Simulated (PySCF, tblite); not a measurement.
**C₂H₁₀Si₂: a rotation path, then NMR shifts on frames, part 1 of 2**

How do NMR shifts of C₂H₁₀Si₂ (`C[SiH2]C[SiH3]`) change as the atoms move?

Computed with tblite 0.8.0 and PySCF 2.14.0, with density-fitted response routines of our own, on a single molecule in the gas phase. Atoms count from 0, in the outputs and in this text.

## 1. The starting structure

14 atoms, charge 0, multiplicity 1; geometry from: GFN2-xTB.

Bonds of the start (Å): C0–Si1 1.90, Si1–C2 1.90, C2–Si3 1.90, C0–H4 1.09, C0–H5 1.09, C0–H6 1.09, Si1–H7 1.47, Si1–H8 1.47, C2–H9 1.09, C2–H10 1.09, Si3–H11 1.47, Si3–H12 1.47, Si3–H13 1.47.

## 2. A band between two rotamers with GFN2-xTB

What the job is given:

```
{"job": {"kind": "neb", "xc": "GFN2-xTB", "basis": "xTB", "atoms": [0, 1, 2, 3], "turn": 120}, "charge": 0, "multiplicity": 1}
C     -1.887679     0.326559    -0.239446
Si    -0.889454    -0.321873     1.237285
C      0.918684     0.258216     1.112126
Si     1.847895    -0.218498    -0.474090
H     -1.870975     1.411778    -0.287887
H     -2.926901     0.018880    -0.174994
H     -1.489435    -0.050217    -1.177354
H     -1.478195     0.184764     2.488189
H     -0.938529    -1.790736     1.259198
H      1.464293    -0.142847     1.966982
H      0.951783     1.343205     1.222252
H      1.723240    -1.657662    -0.718737
H      1.305166     0.518757    -1.618694
H      3.269429     0.119201    -0.336970
```

Method: GFN2-xTB climbing-image nudged elastic band, gas phase.

The run is started by

```console
$ OMP_NUM_THREADS=1 python probes_run.py task.json out
```

One launch serves the whole session: the jobs run in the order shown.

Standard output:

```text
image   E - E0 / eV
  0       0.0000
  1       0.0092
  2       0.0288
  3       0.0484
  4       0.0531
  5       0.0420
  6       0.0259
  7       0.0114
  8       0.0009
```

It took 1.5 s on 1 thread of Arm Neoverse V2, shared host; peak memory 0.18 GiB.

The final band, with the dihedral C0–Si1–C2–Si3:

```csv
image,dihedral (°),energy (eV),energy (kcal/mol)
0,-57,0.000,0.0
1,-41,0.009,0.2
2,-25,0.029,0.7
3,-10,0.048,1.1
4,6,0.053,1.2
5,21,0.042,1.0
6,37,0.026,0.6
7,52,0.011,0.3
8,66,0.001,0.0
```

## 3. Shielding tensors: image 0, PBE0/pcSseg-1

What the job is given:

```
{"job": {"kind": "nmr", "xc": "PBE0", "basis": "pcSseg-1", "pop": false}, "charge": 0, "multiplicity": 1}
C     -1.887700     0.326600    -0.239400
Si    -0.889500    -0.321900     1.237300
C      0.918700     0.258200     1.112100
Si     1.847900    -0.218500    -0.474100
H     -1.871000     1.411800    -0.287900
H     -2.926900     0.018900    -0.175000
H     -1.489400    -0.050200    -1.177400
H     -1.478200     0.184800     2.488200
H     -0.938500    -1.790700     1.259200
H      1.464300    -0.142800     1.967000
H      0.951800     1.343200     1.222300
H      1.723200    -1.657700    -0.718700
H      1.305200     0.518800    -1.618700
H      3.269400     0.119200    -0.337000
```

With the program's defaults for keys left out, this is: GIAO PBE0/pcSseg-1 NMR shielding, non-relativistic, gas phase.

Standard output:

```text
coarse grid: 11624 points
cycle   1  E = -660.7720889618  dE = -1.179e-01  |g| = 4.225e-01  |ddm| = 3.125e+00
cycle   2  E = -660.7550149250  dE =  1.707e-02  |g| = 4.831e-01  |ddm| = 7.200e-01
cycle   3  E = -660.8166715616  dE = -6.166e-02  |g| = 3.246e-02  |ddm| = 4.282e-01
cycle   4  E = -660.8169327125  dE = -2.612e-04  |g| = 1.445e-02  |ddm| = 4.935e-02
cycle   5  E = -660.8169843993  dE = -5.169e-05  |g| = 3.964e-03  |ddm| = 1.554e-02
cycle   6  E = -660.8169883689  dE = -3.970e-06  |g| = 5.153e-04  |ddm| = 3.842e-03
final grid: 99992 points
cycle   7  E = -660.8392880466  dE = -1.513e-05  |g| = 6.182e-03  |ddm| = 1.612e-02
cycle   8  E = -660.8392833649  dE =  4.682e-06  |g| = 7.449e-03  |ddm| = 1.103e-02
cycle   9  E = -660.8392977849  dE = -1.442e-05  |g| = 3.198e-04  |ddm| = 6.124e-03
cycle  10  E = -660.8392978019  dE = -1.703e-08  |g| = 1.365e-04  |ddm| = 3.886e-04
cycle  11  E = -660.8392978067  dE = -4.765e-09  |g| = 2.928e-05  |ddm| = 1.344e-04
cycle  12  E = -660.8392978069  dE = -1.999e-10  |g| = 4.764e-06  |ddm| = 3.281e-05
converged SCF energy = -660.8392978069

GIAO shielding tensors (ppm)
atom      isotropic    diamagn.    paramagn.     s11        s22        s33       span
  0 C      193.447     254.032     -60.585    189.151    193.038    198.152      9.000
  1 Si     391.276     880.240    -488.964    358.338    386.007    429.483     71.145
  2 C      198.983     257.403     -58.420    189.806    198.600    208.542     18.735
  3 Si     424.319     880.159    -455.840    396.952    407.183    468.821     71.869
  4 H       31.649      31.490       0.159     27.330     29.161     38.456     11.126
  5 H       31.596      29.343       2.253     26.956     27.991     39.842     12.885
  6 H       31.466      32.721      -1.255     26.467     30.208     37.722     11.255
  7 H       27.244      29.085      -1.841     23.422     25.460     32.850      9.428
  8 H       27.463      29.684      -2.221     24.181     25.734     32.474      8.293
  9 H       31.900      30.617       1.283     26.249     28.965     40.485     14.236
 10 H       31.914      32.229      -0.315     27.173     29.082     39.488     12.315
 11 H       27.850      29.717      -1.867     24.473     26.221     32.857      8.385
 12 H       27.781      30.244      -2.463     24.058     26.896     32.390      8.333
 13 H       27.615      28.948      -1.333     23.977     25.303     33.565      9.588
```

It took 12 s on 1 thread of Arm Neoverse V2, shared host; peak memory 0.65 GiB.

Shifts follow as δ = σ(reference) − σ, with reference shieldings (ppm) from runs at the same level and on the same kind of geometry: 1H TMS 31.72, 13C TMS 186.9, 29Si TMS 349.2. The references are single molecules in the gas phase. Each atom is listed at this fixed geometry, with no averaging over motion; a spectrum would average atoms that exchange fast.

```csv
atoms,environment,σ (ppm),δ (ppm)
C0,methyl carbon bonded to Si,193.4,-6.5
C2,sp3 CH2 bonded to 2 Si,199.0,-12.1
H7,hydrogen on a silicon bonded to 2 C,27.24,4.47
H8,hydrogen on a silicon bonded to 2 C,27.46,4.25
H13,hydrogen on a silicon bonded to C,27.61,4.10
H12,hydrogen on a silicon bonded to C,27.78,3.94
H11,hydrogen on a silicon bonded to C,27.85,3.87
H6,hydrogen on a methyl carbon bonded to Si,31.47,0.25
H5,hydrogen on a methyl carbon bonded to Si,31.60,0.12
H4,hydrogen on a methyl carbon bonded to Si,31.65,0.07
H9,hydrogen on an sp3 CH2 bonded to 2 Si,31.90,-0.18
H10,hydrogen on an sp3 CH2 bonded to 2 Si,31.91,-0.20
Si1,"silicon bonded to 2 C, 2 H",391.3,-42.1
Si3,"silicon bonded to C, 3 H",424.3,-75.2
```

Orbitals, density, ELF and potential are computed afterwards from the orbital file.

Frontier orbitals at PBE0/pcSseg-1, with the share of their density that lies nearest to each atom:

```csv
orbital,energy (eV),lies on
HOMO,-8.59,"C2 34 %; H7, H13 about 16 % each; Si1 12 %"
LUMO,0.74,4 H atoms about 12 % each; H9 10 %; Si3 10 %
```

ELF in a plane through or near 6 of the atoms.

Values, 10 rows by 14 columns:
```
0.00 0.00 0.00 0.00 0.00 0.00 0.00 0.00 0.00 0.00 0.00 0.00 0.00 0.00
0.00 0.00 0.00 0.00 0.00 0.00 0.00 0.00 0.12 0.33 0.01 0.00 0.00 0.00
0.00 0.00 0.00 0.00 0.12 0.96 0.50 0.02 0.94 1.00 0.86 0.00 0.00 0.00
0.00 0.00 0.00 0.00 0.23 0.99 0.84 0.52 0.82 1.00 0.76 0.01 0.00 0.00
0.00 0.01 0.87 0.91 0.29 0.83 0.28 0.80 0.28 0.43 0.04 0.00 0.00 0.00
0.00 0.12 1.00 1.00 0.18 0.15 0.66 0.25 0.89 0.62 0.85 0.72 0.00 0.00
0.00 0.01 0.80 0.83 0.27 0.73 0.58 0.04 0.86 0.39 0.93 0.81 0.00 0.00
0.00 0.00 0.01 0.04 0.79 1.00 0.93 0.04 0.97 0.60 0.11 0.04 0.00 0.00
0.00 0.00 0.00 0.00 0.17 0.76 0.24 0.00 0.03 0.02 0.00 0.00 0.00 0.00
0.00 0.00 0.00 0.00 0.00 0.00 0.00 0.00 0.00 0.00 0.00 0.00 0.00 0.00
```
The map spans 11.8 Å across and 9.2 Å up, centred on the molecule. Atoms in the plane (x, y in Å): C0 (1.8, -0.8), C2 (-0.8, 0.9), Si3 (-1.9, -0.5), H7 (1.7, 2.0), H9 (-1.3, 1.8), H13 (-3.3, -0.3).

log10 of the density (e/Å³) in the same plane.

Ten even steps from ' ' (-4.0) to '@' (1.4):
```
                                                        
                              ..........                
                  ....::....::::::----::::..            
                ..::------::----======----::..          
              ..--==++++========++++++++--::..          
          ....::==++**##**++++++**####++==--::          
      ....::::--==**######******######**==--::          
    ..::::----====**########**######**++==--::..        
    ::--====++++++**####%%######%%****++==--::..        
  ..::--==**********######******####****++==--::..      
  ..::==++**######%%##****++++**########**++==--..      
  ..::--++**######@@%%**++++++**##%%@@####**==--..      
    ::--==++++****####**++====**########**++==--..      
    ..::--====++**####**++====++**##****++==--::..      
      ..::::--==++******++====++****++++==--::..        
        ....::--====++====------======--::::..          
            ..::----------::::::::::::::....            
              ..::::::::::..............                
                                                        
                                                        
```
The map spans 11.8 Å across and 9.2 Å up, centred on the molecule. Atoms in the plane (x, y in Å): C0 (1.8, -0.8), C2 (-0.8, 0.9), Si3 (-1.9, -0.5), H7 (1.7, 2.0), H9 (-1.3, 1.8), H13 (-3.3, -0.3).

On the surface of density 0.002 e/bohr³ the electrostatic potential runs, from the 1st to the 99th percentile, from -0.12 to 0.91 V.

## 4. NMR shieldings: image 2, PBE0/pcSseg-1

What the job is given:

```
{"job": {"kind": "nmr", "xc": "PBE0", "basis": "pcSseg-1", "pop": false}, "charge": 0, "multiplicity": 1}
C     -1.766500     0.107400    -0.326100
Si    -0.917400    -0.214700     1.338200
C      0.951800     0.138600     1.197200
Si     1.728800    -0.013300    -0.530200
H     -1.590400     1.123000    -0.667400
H     -2.840400    -0.040100    -0.269600
H     -1.380100    -0.565500    -1.087000
H     -1.515200     0.638000     2.378800
H     -1.124900    -1.617600     1.727900
H      1.474600    -0.541100     1.870300
H      1.155400     1.139600     1.579500
H      1.378900    -1.305500    -1.125000
H      1.256500     1.067400    -1.399600
H      3.188300     0.083300    -0.429200
```

With the program's defaults for keys left out, this is: GIAO PBE0/pcSseg-1 NMR shielding, non-relativistic, gas phase.

Standard output:

```text
coarse grid: 11624 points
cycle   1  E = -660.7707690870  dE = -1.141e-01  |g| = 4.219e-01  |ddm| = 3.126e+00
cycle   2  E = -660.7539329401  dE =  1.684e-02  |g| = 4.816e-01  |ddm| = 7.174e-01
cycle   3  E = -660.8151434795  dE = -6.121e-02  |g| = 3.264e-02  |ddm| = 4.266e-01
cycle   4  E = -660.8154071651  dE = -2.637e-04  |g| = 1.431e-02  |ddm| = 4.901e-02
cycle   5  E = -660.8154576175  dE = -5.045e-05  |g| = 3.947e-03  |ddm| = 1.547e-02
cycle   6  E = -660.8154615407  dE = -3.923e-06  |g| = 5.580e-04  |ddm| = 3.812e-03
final grid: 99992 points
cycle   7  E = -660.8377220417  dE = -1.711e-05  |g| = 6.091e-03  |ddm| = 1.739e-02
cycle   8  E = -660.8377174651  dE =  4.577e-06  |g| = 7.335e-03  |ddm| = 1.093e-02
cycle   9  E = -660.8377314842  dE = -1.402e-05  |g| = 3.133e-04  |ddm| = 6.085e-03
cycle  10  E = -660.8377314998  dE = -1.555e-08  |g| = 1.369e-04  |ddm| = 3.673e-04
cycle  11  E = -660.8377315045  dE = -4.777e-09  |g| = 2.858e-05  |ddm| = 1.330e-04
cycle  12  E = -660.8377315047  dE = -1.878e-10  |g| = 4.770e-06  |ddm| = 3.396e-05
converged SCF energy = -660.8377315047

GIAO shielding tensors (ppm)
atom      isotropic    diamagn.    paramagn.     s11        s22        s33       span
  0 C      193.860     254.601     -60.742    189.298    192.316    199.965     10.666
  1 Si     393.582     880.138    -486.555    358.978    390.290    431.478     72.500
  2 C      202.583     257.358     -54.775    196.734    202.792    208.222     11.488
  3 Si     425.644     880.296    -454.652    402.333    409.461    465.137     62.804
  4 H       31.579      32.232      -0.653     27.191     29.623     37.923     10.733
  5 H       31.627      29.384       2.243     26.900     27.938     40.043     13.142
  6 H       31.456      32.665      -1.210     26.628     30.221     37.517     10.889
  7 H       27.289      28.953      -1.664     23.489     25.552     32.827      9.339
  8 H       27.420      29.310      -1.889     23.808     25.769     32.684      8.876
  9 H       31.847      30.743       1.104     26.254     28.932     40.354     14.100
 10 H       31.780      31.462       0.318     26.456     29.009     39.876     13.420
 11 H       27.844      30.146      -2.302     24.365     26.498     32.670      8.305
 12 H       27.844      30.373      -2.529     24.281     26.773     32.478      8.197
 13 H       27.674      29.083      -1.409     24.039     25.318     33.666      9.627
```

It took 8 s on 1 thread of Arm Neoverse V2, shared host; peak memory 0.68 GiB.

This run: δ C0 -6.9, C2 -15.7, Si1 -44.4, Si3 -76.5, H7 4.43, H8 4.30 ppm.

(Continued in part 2 of 2.)
